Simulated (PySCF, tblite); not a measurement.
**C2H9O2PSi: geometry, infrared bands and NMR shifts**

Wanted: the infrared bands and NMR shifts of C2H9O2PSi (`C[P@](=O)(O)C[SiH3]`), by calculation.

The runs use tblite 0.8.0 and PySCF 2.14.0, with density-fitted response routines of our own; the level of theory stands in each step. All values are computed, except where a source is named. Atoms are numbered from 0 throughout.

## Step 1: The molecule as given

15 atoms, charge 0, multiplicity 1; geometry from: force field or distance geometry start.

Bonds of the start (Å): C0–P1 1.81, P1–O2 1.53, P1–O3 1.68, P1–C4 1.82, C4–Si5 1.87, C0–H6 1.11, C0–H7 1.11, C0–H8 1.10, O3–H9 0.99, C4–H10 1.11, C4–H11 1.11, Si5–H12 1.47, Si5–H13 1.47, Si5–H14 1.47.

## Step 2: Geometry optimisation with GFN2-xTB

What the job is given:

```
{"job": {"kind": "relax", "xc": "GFN2-xTB", "basis": "xTB"}, "charge": 0, "multiplicity": 1}
C     -2.034600    -0.483600     0.592100
P     -0.690300     0.408900    -0.219700
O     -0.262000     1.509600     0.747000
O     -1.127900     1.062600    -1.702300
C      0.681600    -0.783800    -0.328400
Si     2.228700     0.105900     0.216400
H     -2.512800    -1.141000    -0.165100
H     -1.653100    -1.094200     1.434200
H     -2.827500     0.176900     0.977400
H     -0.929600     2.029900    -1.661500
H      0.448700    -1.633100     0.349600
H      0.771200    -1.219400    -1.343000
H      2.866600     0.711200    -0.959800
H      3.180200    -0.804900     0.868000
H      1.856200     1.163100     1.173200
```

The run is started by

```console
$ OMP_NUM_THREADS=1 python probes_run.py task.json out
```

This one command runs all jobs of the session in turn.

**Question.** This job is followed by: GFN2-xTB harmonic vibrations, gas phase; GIAO PBE0/pcSseg-1 NMR shielding, non-relativistic, gas phase. What will the session give for the following? strongest single infrared mode (GFN2-xTB); zero-point energy (GFN2-xTB); ¹³C shifts against TMS (PBE0/pcSseg-1); ¹H shifts against TMS (PBE0/pcSseg-1, means over atoms taken as alike); ³¹P shifts against H3PO4 (PBE0/pcSseg-1); ¹⁷O shifts against H2O (PBE0/pcSseg-1); ²⁹Si shifts against TMS (PBE0/pcSseg-1).

**Answer**, as computed:

| quantity | value |
| --- | --- |
| strongest single infrared mode (GFN2-xTB) | 789 cm⁻¹, 477 km/mol |
| zero-point energy (GFN2-xTB) | 66.2 kcal/mol |
| ¹³C shifts against TMS (PBE0/pcSseg-1) | 23.7, 16.4 ppm |
| ¹H shifts against TMS (PBE0/pcSseg-1, means over atoms taken as alike) | 4.09, 2.29, 1.40, 1.06, 1.00 ppm |
| ³¹P shifts against H3PO4 (PBE0/pcSseg-1) | 39.3 ppm |
| ¹⁷O shifts against H2O (PBE0/pcSseg-1) | 164.5, 117.9 ppm |
| ²⁹Si shifts against TMS (PBE0/pcSseg-1) | -80.6 ppm |

In words: The optimisation took 130 steps and gained 0.743 eV; among the close pairs (by a distance rule), P1–O3 changed most, from 1.678 to 1.619 Å. All 39 modes are real, so the xTB geometry is a minimum. GFN2-xTB is a fitted tight-binding method: band positions and strengths are rough. Its intensities can rank the bands wrongly. At PBE0/pcSseg-1: Shielding is most anisotropic at P1 (span 195 ppm, paramagnetic term -687 ppm).
